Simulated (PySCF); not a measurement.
# C4H7Ga: the cost of one run

Computed with PySCF 2.14.0, with density-fitted response routines of our own, on a single molecule in the gas phase. Atoms are numbered from 0 throughout.

### 1 The starting structure

12 atoms, charge 0, multiplicity 1; geometry from: GFN2-xTB. The atoms were then displaced at random by about 0.01 Å, so the start is not that level's minimum.

Bonds of the start (Å): C0–C1 1.48, C1–C2 1.47, C2–C3 1.35, C3–Ga4 1.94, C3–C1 1.57, C0–H5 1.10, C0–H6 1.10, C0–H7 1.09, C1–H8 1.07, C2–H9 1.08, Ga4–H10 1.55, Ga4–H11 1.59.

### 2 Optimising the geometry at PBE0-D3(BJ)/def2-SVP

The job: settings as JSON, then the geometry in Å.

```
{"job": {"xc": "PBE0", "basis": "def2-SVP", "d3": "d3bj", "grid": 1, "shake": 0.01, "kind": "geom"}, "charge": 0, "multiplicity": 1}
C     -1.491000     0.761690    -0.504890
C     -0.864820    -0.518930    -0.100180
C     -0.339600    -0.687180     1.265390
C      0.639030    -0.517980     0.347600
Ga     2.474520    -0.178780    -0.164910
H     -1.008920     1.632370    -0.036550
H     -1.447100     0.912950    -1.589230
H     -2.545680     0.809570    -0.221180
H     -1.258930    -1.379940    -0.594710
H     -0.593820    -0.847250     2.300960
H      2.953970    -0.354480    -1.628760
H      3.522040     0.339680     0.917430
```

Command:

```bash
$ OMP_NUM_THREADS=1 python probes_run.py task.json out
```

One launch serves the whole session: the jobs run in the order shown.

**Question.** How long does this first job take on 1 thread of Arm Neoverse V1, shared host, and how much memory does it need?

About 2.1 min, with a peak of 0.49 GiB.
